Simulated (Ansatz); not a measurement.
# Si3Mo5: further runs on the relaxed cell

An exercise on one series of results from a longer session: the logs are not shown, and one member is left open.

Method: DFT r2SCAN, scalar-relativistic, plane waves, PAW, in Ansatz 0.2.0.

### The structure to begin with

It takes space group I4/mcm (No. 140, tetragonal). The conventional cell has a = 9.641 Å, b = 9.641 Å, c = 4.894 Å, α = 90.00°, β = 90.00°, γ = 90.00°. Si (site symmetry 422) is surrounded by 2 Si at 2.45 Å and 8 Mo at 2.59 Å. Si (site symmetry m2m) is surrounded by 10 Mo at 2.53 to 2.80 Å. Around Mo (site symmetry -42m) lie 2 Mo at 2.45 Å and 4 Si at 2.59 Å. Around Mo (site symmetry m) lie 6 Si at 2.53 to 2.80 Å and 3 Mo at 2.72 to 2.86 Å.

As a file:

```
CELL_PARAMETERS angstrom
-4.82061 4.82061 2.44709
4.82061 -4.82061 2.44709
4.82061 4.82061 -2.44709
ATOMIC_POSITIONS crystal
Si 0.25000 0.25000 0.00000
Si 0.75000 0.75000 0.00000
Si 0.66718 0.16718 0.83435
Si 0.16718 0.33282 0.50000
Si 0.33282 0.83282 0.16565
Si 0.83282 0.66718 0.50000
Mo 0.75000 0.25000 0.50000
Mo 0.25000 0.75000 0.50000
Mo 0.22392 0.07686 0.30078
Mo 0.07686 0.77608 0.85295
Mo 0.77608 0.92314 0.69922
Mo 0.92314 0.22392 0.14705
Mo 0.27608 0.57686 0.85295
Mo 0.42314 0.27608 0.69922
Mo 0.72392 0.42314 0.14705
Mo 0.57686 0.72392 0.30078
```

It is the result of an earlier relaxation at this level (volume 14.22 Å³/atom; gap on the mesh: none (metal)).

The first run:

Input file input.yaml:

```yaml
crystal:
  lattice:
    - [-4.771908733, 4.771908733, 2.422371205]
    - [4.771908733, -4.771908733, 2.422371205]
    - [4.771908733, 4.771908733, -2.422371205]
  atoms:
    - { symbol: Si, position: [0.25, 0.25, 0.0] }
    - { symbol: Si, position: [0.75, 0.75, 0.0] }
    - { symbol: Si, position: [0.667176828, 0.167176828, 0.834353656] }
    - { symbol: Si, position: [0.167176828, 0.332823172, 0.5] }
    - { symbol: Si, position: [0.332823172, 0.832823172, 0.165646344] }
    - { symbol: Si, position: [0.832823172, 0.667176828, 0.5] }
    - { symbol: Mo, position: [0.75, 0.25, 0.5] }
    - { symbol: Mo, position: [0.25, 0.75, 0.5] }
    - { symbol: Mo, position: [0.223915933, 0.0768614601, 0.3007773931] }
    - { symbol: Mo, position: [0.0768614601, 0.776084067, 0.8529455271] }
    - { symbol: Mo, position: [0.776084067, 0.9231385399, 0.6992226069] }
    - { symbol: Mo, position: [0.9231385399, 0.223915933, 0.1470544729] }
    - { symbol: Mo, position: [0.276084067, 0.5768614601, 0.8529455271] }
    - { symbol: Mo, position: [0.4231385399, 0.276084067, 0.6992226069] }
    - { symbol: Mo, position: [0.723915933, 0.4231385399, 0.1470544729] }
    - { symbol: Mo, position: [0.5768614601, 0.723915933, 0.3007773931] }
basis:
  ecutwfc: 500
kpoints:
  mp_grid: { grid: [8, 8, 8] }
hamiltonian:
  xc: r2scan
scf:
  occupations: { method: gaussian, width: 0.1 }
output:
  forces: true
  stress: true
  eigenvalues: true
  write_density: true
  write_potential: true
  elf: true
  volumetric_format: npy
relax:
  adjacent_minimum: "off"
  f_tol: 0.01
  max_steps: 30
  cell: { stress_tol: 0.1, fix: [volume] }
```

Command:

```console
$ ansatz run input.yaml --threads 4 --pin off --max-ram 10240MiB --backend cpu --events-out ev --progress --plain --runs-dir out
```

Steps of the session up to this table: Point at V/V0 = 0.97; The cell scaled to 1.03 of its volume; Volume × 0.94; The cell scaled to 1.06 of its volume; The cell scaled to 0.91 of its volume; Point at V/V0 = 1.10; Point at V/V0 = 0.88.

One of the session's tables, all rows but one given; the rest of the session is left out.

It belongs to the step «Equation of state». 

| volume (Å³/atom) | energy above the lowest point (meV/atom) | pressure (GPa) |
| --- | --- | --- |
| 12.511 | 203.5 | 42.81 |
| 12.937 | 107.9 | 29.41 |
| 13.364 | 45.3 | 18.00 |
| 13.790 | 10.7 | 8.28 |
| 14.217 | 0.0 | -0.01 |
| 14.643 | 9.7 | -7.07 |
| 15.070 | ? | ? |
| 15.638 | 95.4 | -19.67 |

**Question.** Estimate the row for volume (Å³/atom) = 15.070.

Worked estimate for «energy above the lowest point (meV/atom)». A straight line through the neighbours (14.643, 9.7) and (15.638, 95.4) gives 9.7 + (95.4 − 9.7) × (15.070 − 14.643) / (15.638 − 14.643) = 46.5; a parabola fitted to 3 rows on both sides gives 35.7.

As computed: energy above the lowest point (meV/atom): 36.8; pressure (GPa): -13.07. In «energy above the lowest point (meV/atom)» the line misses by +9.7 and the parabola by -1.1.
